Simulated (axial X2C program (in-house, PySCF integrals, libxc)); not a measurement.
# InCu⁺: EOM-IP-CCSD levels

Aim: EOM-IP-CCSD levels of InCu⁺, with spin–orbit coupling in the Hamiltonian from the start.

Method: two-component X2C with atomic mean-field terms, In dyall-cv3z, Cu dyall-cv3z; program: an in-house X2C program for linear molecules on PySCF integrals.

All values are calculated.

## (1) Set-up

Input file task.json:

```json
{"zs": [49, 29], "q": 1, "bas": ["dyall-cv3z", "dyall-cv3z"], "r0": 2.54, "eom": "ip", "rq": 0, "thr": -1.0, "nmax": 95, "grid": [1, 0.96, 1.045, 0.92, 1.09, 1.15]}
```

Keys: zs atomic numbers; q charge; bas basis sets; r0 starting distance in Å; eom kind of EOM run; thr threshold in hartree for freezing inner shells (an s shell follows its p shell); nmax most natural virtual spinors; grid distances as factors.

The run is started by

```console
$ python soeom.py task.json out
```

Nuclei are Gaussian, cores are contracted, and the Gaunt term is on.

## (2) EOM-IP-CCSD at 2.558 Å

Reference: the closed shell InCu; 14 electrons correlated, 92 virtual spinors; roots sought by Ω: 1/2: 4, 3/2: 3, 5/2: 1.

Output:

```text
two-component X2C + atomic mean field  HF
basis functions 234  fitting functions 1235  grid points 5802
iter        total energy     max residual
   1      -7528.455542019     3.66e-01
   2      -7528.567107908     3.46e-02
   3      -7528.574363858     1.86e-02
   4      -7528.576489440     4.15e-03
   5      -7528.576746569     9.16e-04
   6      -7528.576786478     6.16e-04
   7      -7528.576799212     3.20e-04
   8      -7528.576803116     2.25e-04
   9      -7528.576806007     1.67e-04
  10      -7528.576807509     7.29e-05
  11      -7528.576807883     2.84e-05
  12      -7528.576807928     1.52e-05
  13      -7528.576807935     4.51e-06
  14      -7528.576807936     1.93e-06
converged
one-electron -10981.39197852  Coulomb 3387.76270155  exact exchange -225.12712210  xc functional 0.00000000  nuclear repulsion 293.96435368  atomic mean-field constant -3.78476254
correlated 14  virtual 310  natural virtual 92  E(MP2) -0.600391593  MP2 remainder -0.051734398
iter   CCSD correlation   residual
   1     -0.450167867   2.91e-01
   2     -0.485562585   1.95e-01
   3     -0.492717607   6.03e-02
   4     -0.492671203   3.24e-02
   5     -0.492623686   1.33e-02
   6     -0.493073422   8.58e-03
   7     -0.493214710   4.70e-03
   8     -0.493090200   2.49e-03
   9     -0.493196671   1.26e-03
  10     -0.493179592   6.86e-04
  11     -0.493177474   4.01e-04
  12     -0.493186097   2.56e-04
  13     -0.493184676   1.57e-04
  14     -0.493183421   9.23e-05
  15     -0.493183509   5.30e-05
  16     -0.493183561   2.46e-05
  17     -0.493183550   1.45e-05
(T) -0.024750507  T1 0.0508  D1 0.1003  max T2 0.119
EOM-IP-CCSD roots
2*Omega      energy/Eh   energy/eV  one-particle weight
    1       0.23880867      6.4983      0.960
    1       0.33217033      9.0388      0.871
    1       0.34449054      9.3741      0.863
    1       0.35168893      9.5699      0.080
    3       0.33631068      9.1515      0.884
    3       0.34541960      9.3993      0.884
    3       0.36000989      9.7964      0.017
    5       0.33524341      9.1224      0.887
```

T1 in the output is the amplitude norm over the root of the electron number; divide by √2 for the Lee–Taylor value.

```
  Ω  vertical IE (eV)  above lowest (cm⁻¹)                          spinor  weight
1/2             6.498                    0  57% In pσ, 30% Cu sσ, 8% In sσ    0.96
1/2             9.039                20490  73% Cu dσ, 17% Cu dπ, 7% In sσ    0.87
5/2             9.122                21160                      100% Cu dδ    0.89
3/2             9.151                21400            72% Cu dπ, 27% Cu dδ    0.88
1/2             9.374                23190            81% Cu dπ, 15% Cu dσ    0.86
3/2             9.399                23400            73% Cu dδ, 26% Cu dπ    0.88
```

Wall time 13 s (1 thread of Arm Neoverse V2, shared host); peak memory 0.92 GiB.

## (3) EOM-IP-CCSD at 2.456 Å

```
  Ω  vertical IE (eV)  above lowest (cm⁻¹)                          spinor  weight
1/2             6.531                    0  58% In pσ, 28% Cu sσ, 9% In sσ    0.96
1/2             9.218                21680  73% Cu dσ, 14% Cu dπ, 8% In sσ    0.87
5/2             9.307                22390                      100% Cu dδ    0.89
3/2             9.358                22800            67% Cu dπ, 33% Cu dδ    0.88
3/2             9.591                24680            69% Cu dδ, 30% Cu dπ    0.87
1/2             9.620                24920             90% Cu dπ, 7% Cu dσ    0.73
```

Run time: 20 s. Hardware: 1 thread of Arm Neoverse V2, shared host; peak memory 0.93 GiB.

## (4) EOM-IP-CCSD at 2.673 Å

```
  Ω  vertical IE (eV)  above lowest (cm⁻¹)                          spinor  weight
1/2             6.450                    0  56% In pσ, 33% Cu sσ, 7% In sσ    0.96
1/2             8.863                19460            71% Cu dσ, 21% Cu dπ    0.87
5/2             8.944                20120                      100% Cu dδ    0.88
3/2             8.951                20170            77% Cu dπ, 22% Cu dδ    0.88
1/2             9.178                22000            79% Cu dπ, 19% Cu dσ    0.88
3/2             9.213                22290            78% Cu dδ, 22% Cu dπ    0.88
```

Wall time 19 s (1 thread of Arm Neoverse V2, shared host); peak memory 0.99 GiB.

## (5) EOM-IP-CCSD at 2.353 Å

```
  Ω  vertical IE (eV)  above lowest (cm⁻¹)                           spinor  weight
1/2             6.554                    0   59% In pσ, 25% Cu sσ, 9% In sσ    0.96
1/2             9.415                23070  71% Cu dσ, 12% Cu dπ, 10% In sσ    0.81
5/2             9.520                23920                       100% Cu dδ    0.89
3/2             9.588                24470             61% Cu dπ, 38% Cu dδ    0.86
1/2             9.841                26510              90% Cu dπ, 7% Cu dσ    0.88
3/2             9.844                26530             51% Cu dπ, 48% Cu dδ    0.76
```

Wall time 18 s (1 thread of Arm Neoverse V2, shared host); peak memory 0.99 GiB.

## (6) EOM-IP-CCSD at 2.788 Å

```
  Ω  vertical IE (eV)  above lowest (cm⁻¹)                spinor  weight
1/2             6.391                    0  55% In pσ, 35% Cu sσ    0.96
1/2             8.714                18740  70% Cu dσ, 25% Cu dπ    0.87
3/2             8.781                19280  80% Cu dπ, 19% Cu dδ    0.88
5/2             8.793                19370            100% Cu dδ    0.88
1/2             9.012                21140  75% Cu dπ, 22% Cu dσ    0.88
3/2             9.056                21500  81% Cu dδ, 19% Cu dπ    0.88
```

Wall time 23 s (1 thread of Arm Neoverse V2, shared host); peak memory 0.99 GiB.

## (7) EOM-IP-CCSD at 2.942 Å

```
  Ω  vertical IE (eV)  above lowest (cm⁻¹)                spinor  weight
1/2             6.301                    0  53% In pσ, 39% Cu sσ    0.96
1/2             8.550                18140  67% Cu dσ, 29% Cu dπ    0.87
3/2             8.598                18530  82% Cu dπ, 17% Cu dδ    0.88
5/2             8.627                18760            100% Cu dδ    0.88
1/2             8.836                20450  71% Cu dπ, 27% Cu dσ    0.87
3/2             8.887                20860  83% Cu dδ, 17% Cu dπ    0.88
```

Run time: 17 s. Hardware: 1 thread of Arm Neoverse V2, shared host; peak memory 0.99 GiB.

## (8) Curves of the states

Energies in eV from the lowest point of the lowest state; states are followed by energy order within each Ω.

```
R (Å)  (1)Ω=1/2  (2)Ω=1/2  (1)Ω=3/2  (1)Ω=5/2
2.353    0.2677    3.1282    3.3019    3.2336
2.456    0.1177    2.8051    2.9445    2.8937
2.558    0.0367    2.5772    2.6899    2.6608
2.673    0.0002    2.4133    2.5009    2.4949
2.788    0.0000    2.3232    2.3903    2.4019
2.942    0.0307    2.2799    2.3286    2.3568
```

## (9) Results

| quantity | value |
| --- | --- |
| lowest root at 2.558 Å | Ω = 1/2, 6.498 eV |
| next root led by one particle | Ω = 1/2, about 20490 cm⁻¹ higher |
| T1 of the reference | 0.036 |

Removing an electron from the reference determinant of InCu costs 6.50 eV and empties a spinor of 57% In pσ, 30% Cu sσ, 8% In sσ. Errors of 0.1 to 0.3 eV are usual at this size, and roots led by higher excitations are left out, so the list is incomplete, and low states of that kind can be missing. T1 or the largest double amplitude of the reference is raised, which lowers the reliability.
